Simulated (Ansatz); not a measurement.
# BaSO4: the cost of one run

Method: DFT PBEsol, scalar-relativistic, plane waves, PAW, in Ansatz 0.2.0.

1 further run of the same task is left out (it didn't finish).

## Step 1: The starting structure

Symmetry: F-43m, No. 216, cubic system. Conventional cell: a = 7.398 Å, b = 7.398 Å, c = 7.398 Å, α = 90.00°, β = 90.00°, γ = 90.00°. Ba (site symmetry -43m) is surrounded by 12 O at 3.09 Å. Around S (site symmetry -43m) lie 4 O at 1.49 Å. O (site symmetry 3m) is surrounded by 1 S at 1.49 Å.

Structure file:

```cif
data_structure
_symmetry_space_group_name_H-M 'P 1'
_symmetry_Int_Tables_number 1
_cell_length_a 5.2309
_cell_length_b 5.2309
_cell_length_c 5.2309
_cell_angle_alpha 60.000
_cell_angle_beta 60.000
_cell_angle_gamma 60.000
_cell_volume 101.21
loop_
_atom_site_label
_atom_site_type_symbol
_atom_site_fract_x
_atom_site_fract_y
_atom_site_fract_z
_atom_site_occupancy
Ba1 Ba 0.50000 0.50000 0.50000 1
S1 S 0.00000 0.00000 0.00000 1
O1 O 0.11639 0.11639 0.11639 1
O2 O 0.65084 0.11639 0.11639 1
O3 O 0.11639 0.65084 0.11639 1
O4 O 0.11639 0.11639 0.65084 1
```

The structure comes from the Materials Project (structure only).

(A quick probe on a coarse mesh, which set the mesh and smearing, is not shown.)

## Step 3: Full relaxation

input.yaml

```yaml
crystal:
  lattice:
    - [0.0, 3.69878, 3.69878]
    - [3.69878, 0.0, 3.69878]
    - [3.69878, 3.69878, 0.0]
  atoms:
    - { symbol: Ba, position: [0.5, 0.5, 0.5] }
    - { symbol: S, position: [0.0, 0.0, 0.0] }
    - { symbol: O, position: [0.116388, 0.116388, 0.116388] }
    - { symbol: O, position: [0.650836, 0.116388, 0.116388] }
    - { symbol: O, position: [0.116388, 0.650836, 0.116388] }
    - { symbol: O, position: [0.116388, 0.116388, 0.650836] }
basis:
  ecutwfc: 420
kpoints:
  mp_grid: { grid: [6, 6, 6] }
hamiltonian:
  xc: pbesol
scf:
  occupations: { method: gaussian, width: 0.02 }
output:
  forces: true
  stress: true
  eigenvalues: true
  write_density: true
  write_potential: true
  elf: true
  volumetric_format: npy
relax:
  adjacent_minimum: "off"
  f_tol: 0.005
  max_steps: 80
  cell: { stress_tol: 0.05 }
```

Run with:

```sh
> ansatz run input.yaml --threads 2 --pin off --max-ram 5120MiB --backend cpu --events-out ev --progress --plain --runs-dir out
```

What time and memory should one allow on 2 threads of Arm Neoverse V1, shared host?

About 23 s, with a peak of 0.36 GiB.
